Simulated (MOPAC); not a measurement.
# One shape, several levels: CH5ClO3Si (SMILES CO[Si](O)(O)Cl)

We compute a comparison of 3 runs (AM1, PM6, PM7) of CH5ClO3Si. 

The calculation is run with MOPAC 23.2.5.

6 further runs of the same task are left out: 2 that didn't finish, 4 set aside as unsound or not needed.

**1. The structure to begin with**

The species is CH5ClO3Si (11 atoms), meant as a singlet with charge 0. SMILES: `CO[Si](O)(O)Cl`. Geometry: relaxed at GFN2-xTB. This is one conformer, not always the lowest.

Bond lengths: C1–O2 1.405 Å, O2–Si3 1.611 Å, Si3–O4 1.615 Å, Si3–O5 1.616 Å, Si3–Cl6 2.027 Å, C1–H7 1.092 Å, C1–H8 1.090 Å, C1–H9 1.090 Å, O4–H10 0.953 Å, O5–H11 0.954 Å. Some angles: C1–O2–Si3 128.7°, O2–Si3–O4 107.6°, O2–Si3–O5 110.8°, O2–Si3–Cl6 110.0°, O4–Si3–O5 108.9°, O4–Si3–Cl6 110.5°, O5–Si3–Cl6 109.2°, O2–C1–H7 110.6°, O2–C1–H8 107.4°, O2–C1–H9 110.3°.

**2. Energy and forces at AM1 (run 1)**

Input file calc.mop:

```
AM1 DISP GRADIENTS BONDS 1SCF AUX(PRECISION=6) THREADS=1
gradient of CH5ClO3Si

C -0.626190 1 1.302810 1 1.134080 1
O 0.178410 1 0.191490 1 0.833350 1
Si 0.363550 1 -0.566110 1 -0.576170 1
O 1.395500 1 -1.786790 1 -0.342320 1
O -1.045100 1 -1.164890 1 -1.094470 1
Cl 1.090980 1 0.720680 1 -1.962970 1
H -0.377100 1 2.144450 1 0.485090 1
H -0.435210 1 1.571060 1 2.172710 1
H -1.679850 1 1.053330 1 1.005400 1
H 2.207690 1 -1.652400 1 0.138320 1
H -1.072690 1 -1.813650 1 -1.793020 1
```

Run with:

```bash
$ mopac calc.mop
```

calc.out:

```text
MOPAC v23.2.5
AM1 CALCULATION RESULTS
[...]
           Empirical Formula: C H5 O3 Si Cl  =    11 atoms
      MOLECULAR POINT GROUP   :   C1
[...]
     SCF FIELD WAS ACHIEVED
[...]
                              SUM =       -239.57300 KCAL/MOL = FINAL HEAT OF FORMATION
          TOTAL ENERGY            =      -1620.09833 EV
          ELECTRONIC ENERGY       =      -4934.61786 EV
          CORE-CORE REPULSION     =       3314.51953 EV
          COSMO AREA              =        136.06 SQUARE ANGSTROMS
          COSMO VOLUME            =        127.17 CUBIC ANGSTROMS
          GRADIENT NORM           =        215.99954          =       65.12631 PER ATOM
          IONIZATION POTENTIAL    =         11.594874 EV
          HOMO LUMO ENERGIES (EV) =        -11.595  0.596
          NO. OF FILLED LEVELS    =         19
          MOLECULAR WEIGHT        =        128.5872         POINT GROUP:  C1
[...]
                             CARTESIAN COORDINATES
   1    C       -0.626190000     1.302810000     1.134080000
   2    O        0.178410000     0.191490000     0.833350000
   3   Si        0.363550000    -0.566110000    -0.576170000
   4    O        1.395500000    -1.786790000    -0.342320000
   5    O       -1.045100000    -1.164890000    -1.094470000
   6   Cl        1.090980000     0.720680000    -1.962970000
   7    H       -0.377100000     2.144450000     0.485090000
   8    H       -0.435210000     1.571060000     2.172710000
   9    H       -1.679850000     1.053330000     1.005400000
  10    H        2.207690000    -1.652400000     0.138320000
  11    H       -1.072690000    -1.813650000    -1.793020000
           Empirical Formula: C H5 O3 Si Cl  =    11 atoms
[...]
              NET ATOMIC CHARGES AND DIPOLE CONTRIBUTIONS
  ATOM NO.   TYPE          CHARGE      No. of ELECS.   s-Pop       p-Pop
    1          C           0.016244        3.9838     1.21536     2.76839
    2          O          -0.644390        6.6444     1.83243     4.81196
    3         Si           1.702110        2.2979     0.70606     1.59183
    4          O          -0.678949        6.6789     1.82902     4.84993
    5          O          -0.674576        6.6746     1.82852     4.84606
    6         Cl          -0.472815        7.4728     1.97885     5.49397
    7          H           0.058316        0.9417     0.94168
    8          H           0.089535        0.9105     0.91047
    9          H           0.062696        0.9373     0.93730
   10          H           0.270998        0.7290     0.72900
   11          H           0.270831        0.7292     0.72917
 DIPOLE           X         Y         Z       TOTAL
 POINT-CHG.    -0.592    -0.071     1.140     1.286
 HYBRID         0.348    -0.215    -0.056     0.413
 SUM           -0.243    -0.286     1.083     1.147
[...]
 * JOB ENDED NORMALLY *
[...]
```

Wall time 0.04 s (1 thread of Arm Neoverse N1, shared host).

**3. Energy and forces at PM6 (run 2)**

Input file calc.mop:

```
PM6 1SCF BONDS GRADIENTS DISP AUX(PRECISION=6) THREADS=1
CH5ClO3Si, PM6

C     -0.626190 1     1.302810 1     1.134080 1
O      0.178410 1     0.191490 1     0.833350 1
Si     0.363550 1    -0.566110 1    -0.576170 1
O      1.395500 1    -1.786790 1    -0.342320 1
O     -1.045100 1    -1.164890 1    -1.094470 1
Cl     1.090980 1     0.720680 1    -1.962970 1
H     -0.377100 1     2.144450 1     0.485090 1
H     -0.435210 1     1.571060 1     2.172710 1
H     -1.679850 1     1.053330 1     1.005400 1
H      2.207690 1    -1.652400 1     0.138320 1
H     -1.072690 1    -1.813650 1    -1.793020 1
```

Run with:

```bash
$ mopac calc.mop
```

calc.out, shortened:

```text
MOPAC v23.2.5
PM6 CALCULATION RESULTS
[...]
           Empirical Formula: C H5 O3 Si Cl  =    11 atoms
      MOLECULAR POINT GROUP   :   C1
[...]
     SCF FIELD WAS ACHIEVED
[...]
                              SUM =       -251.92555 KCAL/MOL = FINAL HEAT OF FORMATION
          TOTAL ENERGY            =      -1397.49300 EV
          ELECTRONIC ENERGY       =      -4502.68594 EV
          CORE-CORE REPULSION     =       3105.19295 EV
          COSMO AREA              =        136.06 SQUARE ANGSTROMS
          COSMO VOLUME            =        127.17 CUBIC ANGSTROMS
          GRADIENT NORM           =         49.67253          =       14.97683 PER ATOM
          IONIZATION POTENTIAL    =         11.035459 EV
          HOMO LUMO ENERGIES (EV) =        -11.035  0.178
          NO. OF FILLED LEVELS    =         19
          MOLECULAR WEIGHT        =        128.5872         POINT GROUP:  C1
[...]
                             CARTESIAN COORDINATES
   1    C       -0.626190000     1.302810000     1.134080000
   2    O        0.178410000     0.191490000     0.833350000
[...]
              NET ATOMIC CHARGES AND DIPOLE CONTRIBUTIONS
  ATOM NO.   TYPE          CHARGE      No. of ELECS.   s-Pop       p-Pop       d-Pop
    1          C          -0.100592        4.1006     1.08159     3.01900
    2          O          -0.410220        6.4102     1.67911     4.73111
    3         Si           0.459659        3.5403     0.83509     1.22791     1.47734
    4          O          -0.477081        6.4771     1.65998     4.81710
    5          O          -0.474645        6.4746     1.66012     4.81453
    6         Cl          -0.143548        7.1435     1.99138     5.14938     0.00278
    7          H           0.135057        0.8649     0.86494
    8          H           0.141374        0.8586     0.85863
    9          H           0.139106        0.8609     0.86089
   10          H           0.365884        0.6341     0.63412
   11          H           0.365007        0.6350     0.63499
 DIPOLE           X         Y         Z       TOTAL
 POINT-CHG.    -0.477     1.075     0.732     1.385
 HYBRID         0.268    -0.487    -0.011     0.556
 SUM           -0.209     0.588     0.722     0.954
[...]
 * JOB ENDED NORMALLY *
[...]
```

Wall time 0.04 s (1 thread of Arm Neoverse N1, shared host).

**4. Energy and gradient at PM7 (run 3)**

Input file job.mop:

```
PM7 1SCF DISP GRADIENTS BONDS AUX(PRECISION=9) THREADS=1
CH5ClO3Si, PM7

C -0.626190 1 1.302810 1 1.134080 1
O 0.178410 1 0.191490 1 0.833350 1
Si 0.363550 1 -0.566110 1 -0.576170 1
O 1.395500 1 -1.786790 1 -0.342320 1
O -1.045100 1 -1.164890 1 -1.094470 1
Cl 1.090980 1 0.720680 1 -1.962970 1
H -0.377100 1 2.144450 1 0.485090 1
H -0.435210 1 1.571060 1 2.172710 1
H -1.679850 1 1.053330 1 1.005400 1
H 2.207690 1 -1.652400 1 0.138320 1
H -1.072690 1 -1.813650 1 -1.793020 1
```

Run with:

```bash
$ mopac job.mop
```

job.out, shortened:

```text
MOPAC v23.2.5
PM7 CALCULATION RESULTS
[...]
           Empirical Formula: C H5 O3 Si Cl  =    11 atoms
      MOLECULAR POINT GROUP   :   C1
[...]
     SCF FIELD WAS ACHIEVED
[...]
                              SUM =       -250.33301 KCAL/MOL = FINAL HEAT OF FORMATION
          TOTAL ENERGY            =      -1449.30730 EV
          ELECTRONIC ENERGY       =      -4733.09971 EV
          CORE-CORE REPULSION     =       3283.79240 EV
          COSMO AREA              =        136.06 SQUARE ANGSTROMS
          COSMO VOLUME            =        127.17 CUBIC ANGSTROMS
          GRADIENT NORM           =         60.44173          =       18.22387 PER ATOM
          IONIZATION POTENTIAL    =         11.049496 EV
          HOMO LUMO ENERGIES (EV) =        -11.049 -0.286
          NO. OF FILLED LEVELS    =         19
          MOLECULAR WEIGHT        =        128.5872         POINT GROUP:  C1
[...]
                             CARTESIAN COORDINATES
   1    C       -0.626190000     1.302810000     1.134080000
   2    O        0.178410000     0.191490000     0.833350000
[...]
              NET ATOMIC CHARGES AND DIPOLE CONTRIBUTIONS
  ATOM NO.   TYPE          CHARGE      No. of ELECS.   s-Pop       p-Pop       d-Pop
    1          C          -0.090741        4.0907     1.06961     3.02113
    2          O          -0.463028        6.4630     1.73482     4.72820
    3         Si           0.690650        3.3094     0.67467     2.21048     0.42420
    4          O          -0.564150        6.5642     1.71642     4.84773
    5          O          -0.563502        6.5635     1.71482     4.84869
    6         Cl          -0.152566        7.1526     1.97735     5.17026     0.00496
    7          H           0.125675        0.8743     0.87433
    8          H           0.138789        0.8612     0.86121
    9          H           0.131351        0.8686     0.86865
   10          H           0.373892        0.6261     0.62611
   11          H           0.373632        0.6264     0.62637
 DIPOLE           X         Y         Z       TOTAL
 POINT-CHG.    -0.208     1.379     0.475     1.473
 HYBRID         0.042    -0.849     0.323     0.909
 SUM           -0.166     0.530     0.798     0.972
[...]
 * JOB ENDED NORMALLY *
[...]
```

It took 0.04 s on 1 thread of Arm Neoverse N1, shared host.

**5. All runs side by side**

| run | level | heat of formation (kcal/mol) | dipole moment (D) | HOMO energy (eV) | LUMO energy (eV) | wall time |
| --- | --- | --- | --- | --- | --- | --- |
| 1 | AM1 | -239.57 | 1.15 | -11.60 | 0.60 | 0.04 s |
| 2 | PM6 | -251.93 | 0.95 | -11.04 | 0.18 | 0.04 s |
| 3 | PM7 | -250.33 | 0.97 | -11.05 | -0.29 | 0.04 s |

**6. Results**

| quantity | value |
| --- | --- |
| run 3: total energy | -53.26106 Eh |
| run 3: dipole moment | 0.97 D |
| run 3: HOMO energy | -11.05 eV |
| run 3: LUMO energy | -0.29 eV |
| run 3: HOMO–LUMO gap | 10.76 eV |
| run 3: dispersion energy | -3.15 kJ/mol |
| run 3: heat of formation at this unrelaxed shape | -250.3 kcal/mol |
| run 3: largest force on an atom | 1.373 eV/Å |

The dipole moment (its size) runs from 0.95 D (PM6) to 1.15 D (AM1). The HOMO–LUMO gap runs from 10.76 eV (PM7) to 12.19 eV (AM1). Force-field and semi-empirical energies have zeros of their own, so their totals don't compare. All runs together took 0.12 s, the longest 0.04 s.
